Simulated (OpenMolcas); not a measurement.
**Eu²⁺ among point charges: CASSCF levels and susceptibility**

Aim: the splitting of the states of Eu²⁺ in the field of 12 point charges, its lowest levels with spin-orbit coupling and its magnetic susceptibility.

Program: OpenMolcas 26.06. Level of theory: state-averaged CASSCF, spin-orbit coupling by RASSI with atomic mean-field integrals. These are calculated values, not measurements, unless marked.

### Step 1. Starting point

| Item | Value |
| --- | --- |
| Species | Eu²⁺ (europium, Z = 63, 61 electrons) |
| Basis | ANO-RCC-VDZP [7s6p4d2f1g], 68 functions |
| Scalar Hamiltonian | DKH2, point nucleus |
| Inactive shells | 1s 2s 2p 3s 3p 3d 4s 4p 4d 5s 5p |
| Active space | 7 electrons in 7 orbitals (4f) |
| Some configurations of this space | 4f7 |
| Orbitals | optimised for the highest spin of each parity, averaged over all roots |

The outer shells:

4f7
```
4f [↑ ][↑ ][↑ ][↑ ][↑ ][↑ ][↑ ]
```

The ion sits among 12 point charges of -1 e arranged as a cuboctahedron (Oh), 2.34 Å from the ion.

The work runs as a chain of OpenMolcas steps in one folder; each step below is one input file. Labels, J, g values, rates, χT and fits are worked out afterwards by a script from the matrices that RASSI stores. The input lists half of the charges; inversion (Group=XYZ) makes the rest.

### Step 2. Basis and integrals

Input file a.inp:

```
&GATEWAY
Coord
1

Eu 0.0 0.0 0.0
Basis=ANO-RCC-VDZP
Group=XYZ
NoMove
AngMom=0.0 0.0 0.0
AMFI
XField
6 Angstrom 0
1.654630 1.654630 0.000000 -1.000000
1.654630 -1.654630 0.000000 -1.000000
0.000000 1.654630 1.654630 -1.000000
0.000000 1.654630 -1.654630 -1.000000
1.654630 0.000000 1.654630 -1.000000
1.654630 0.000000 -1.654630 -1.000000
&SEWARD
```

Launch:

```
> OMP_NUM_THREADS=1 MOLCAS_MEM=2252 MOLCAS_PROJECT=a pymolcas a.inp > a.log
```

### Step 3. Reference wave functions, octets of odd parity, 1 root

Input file a.inp:

```
&RASSCF
FileOrb=start.orb
Symmetry=2
Spin=8
nActEl=7 0 0
Inactive=15 12
Ras2=0 7
CIRoot=1 1 1
SDav=1
CIMx=300
Iter=120 100
PrWF=0.3
OrbListing=Nothing
MaxOrb=0
>>> COPY $Project.JobIph JOB001
```

start.orb holds the contracted functions of the basis, ordered by shell, or the orbitals of the step before.

### Step 4. CASSCF: sextets of odd parity, 48 roots

Input file a.inp:

```
&RASSCF
FileOrb=start.orb
Symmetry=2
Spin=6
nActEl=7 0 0
Inactive=15 12
Ras2=0 7
CIRoot=48 48 1
SDav=48
CIMx=300
Iter=120 100
PrWF=0.3
OrbListing=Nothing
MaxOrb=0
CIOnly
>>> COPY $Project.JobIph JOB002
```

### Step 5. RASSI: spin-orbit coupling between the states

Input file a.inp:

```
&RASSI
NrOfJobIphs=2 1 21
1
1 2 3 4 5 6 7 8 9 10 11 12 13 14 15 16 17 18 19 20 21
IphNames
JOB001
JOB002
EJob
SpinOrbit
DIPRint=1.0
SOCoupling=1000.0
Subsets=2
Property=9
'ANGMOM' 1 'ANGMOM' 2 'ANGMOM' 3 'MLTPL  1' 1 'MLTPL  1' 2 'MLTPL  1' 3
'AMFI' 1 'AMFI' 2 'AMFI' 3
SOProperty=3
'ANGMOM' 1 'ANGMOM' 2 'ANGMOM' 3
```

**Question.** What will these runs give? Wanted: spin-free ground state; lowest level; next level.

As calculated:

```
                 quantity                            value
                   method                           CASSCF
   spin-free ground state  8A1, 1-fold in its orbital part
             lowest level                           8-fold
               next level                     37071.0 cm⁻¹
              χT at 300 K                   7.86 cm³ K/mol
effective moment at 300 K                          7.93 μB
```

**Reading.** The spin-free ground state (8A1) comes to 100 % from free-ion S terms and keeps the highest spin of the shell. The sextets rest on orbitals optimised for another spin in at least one step, which raises them against the optimised states. Not all states of the active space went into the spin-orbit step. Terms of lower spin are left out of the spin-orbit mixing, so the small splitting that they give the half-filled shell's ground term is missing or unsound. High states of lower spin are left out of the spin-orbit mixing, and CASSCF puts spin-flip levels too high. Point charges carry no covalency, so the field is a model and not that of real ligands.
